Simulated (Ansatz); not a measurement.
## CuH: an active-space calculation, step by step

With the Ansatz DFT code, driven from Python.

The cells in order, each with its output:

In [1]:
```python
import ansatz as az
```

In [2]:
```python
GEOMETRY = """
Cu    0.00000    0.00000    0.00000
H     0.00000    0.00000    1.45500
"""
```

In [3]:
```python
system = az.Crystal.molecule()
for line in GEOMETRY.strip().splitlines():
    symbol, *xyz = line.split()
    system = system.atom(symbol, [float(v) for v in xyz])
```

In [4]:
```python
base = (
    system.calculation()
    .basis(gaussian="def2-SVP")
    .correlation(active_electrons=4, active_orbitals=5)
)
for method in ["sc_nevpt2"]:
    data = (base if method is None else base.correlation(method)).run(threads=1).report
    space = data["configurations"]
    state = space["states"][0]
    print(method or "casscf", f"total {data['free_energy_ev'] / 27.211386246:.6f} Ha, active-space state {state['energy']['hartree']:.6f} Ha, mean field {data['reference_energy_ev'] / 27.211386246:.6f} Ha")
    print("  determinants", state["n_determinants"], " natural occupations", [round(n, 3) for n in space["natural_occupations"]])
```
```text
RunWarning: the results are in doubt because another end's mean lies 0.258 eV lower, and its corrected mean 0.645 eV higher
sc_nevpt2 total -1639.638239 Ha, active-space state -1639.268349 Ha, mean field -1639.235881 Ha
  determinants 52  natural occupations [1.983, 1.955, 0.047, 0.01, 0.005]
```

Notes:
- Total energies depend on the basis set; only differences at equal settings carry meaning.
- Warnings are shown shortened and without file and line.
- The geometry is a force-field or estimated start, not a minimum of this method, and the basis set is short of its limit. The active space starts as a window about the frontier orbitals and is then optimised, not chosen by chemistry.
- A lower CASSCF solution was found and passed over, so the printed active-space state isn't the lowest.
- Wall time of the script: 4.6 s on 1 thread of Arm Neoverse V2 (shared host), peak memory 0.14 GiB.

(Lines on the test bed's own set-up are left out of the output.)
